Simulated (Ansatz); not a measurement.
# CH3ClFGa: the cost of one run

All numbers below are computed with Ansatz 0.2.0 (RKS CAM-B3LYP-D4/def2-SVP).

### Step 1. The structure to begin with

Bond lengths: Ga1–F2 2.129 Å, Ga1–C3 2.031 Å, Ga1–Cl5 2.101 Å, C3–H6 1.090 Å, C3–H7 1.090 Å. Angles: F2–Ga1–C3 73.0°, F2–Ga1–Cl5 114.3°, C3–Ga1–Cl5 172.7°, Ga1–C3–H6 112.1°, Ga1–C3–H7 111.9°, H6–C3–H7 109.5°.

As a file:

```xyz
7

Ga    0.5397    0.1325    0.8954
F    -0.8167   -1.4721    0.5546
C    -0.2049    0.3718   -0.9795
H    -0.7912   -0.7698   -0.4384
Cl    1.4468    0.1100    2.7908
H    -0.7515    1.3083   -1.0861
H     0.5778    0.3194   -1.7367
```

### Step 2. A restrained relaxation towards end A

Springs on the bonds that form and break draw the guess towards this end; the thresholds are loose.

Input file input.yaml:

```yaml
crystal:
  periodic: [false, false, false]
  atoms:
    - { symbol: Ga, position_ang: [0.5397, 0.1325, 0.8954] }
    - { symbol: F, position_ang: [-0.8167, -1.4721, 0.5546] }
    - { symbol: C, position_ang: [-0.2049, 0.3718, -0.9795] }
    - { symbol: H, position_ang: [-0.7912, -0.7698, -0.4384] }
    - { symbol: Cl, position_ang: [1.4468, 0.11, 2.7908] }
    - { symbol: H, position_ang: [-0.7515, 1.3083, -1.0861] }
    - { symbol: H, position_ang: [0.5778, 0.3194, -1.7367] }
basis:
  gaussian: { orbitals: def2-SVP }
hamiltonian:
  xc: cam_b3lyp
  dispersion: d4
relax:
  f_tol: 0.15
  max_steps: 25
  restrain:
    - { distance: [3, 1], at: 2.18, k: 30.0 }
    - { distance: [0, 1], at: 1.79, k: 30.0 }
    - { distance: [3, 2], at: 1.07, k: 30.0 }
```

Run with:

```console
$ ansatz run input.yaml --threads 2 --pin off --max-ram 3072MiB --backend cpu --events-out ev --progress --plain --runs-dir out
```

Q: Estimate wall time and peak memory on 2 threads of Arm Neoverse V1, shared host.

About 23 s, with a peak of 0.24 GiB.
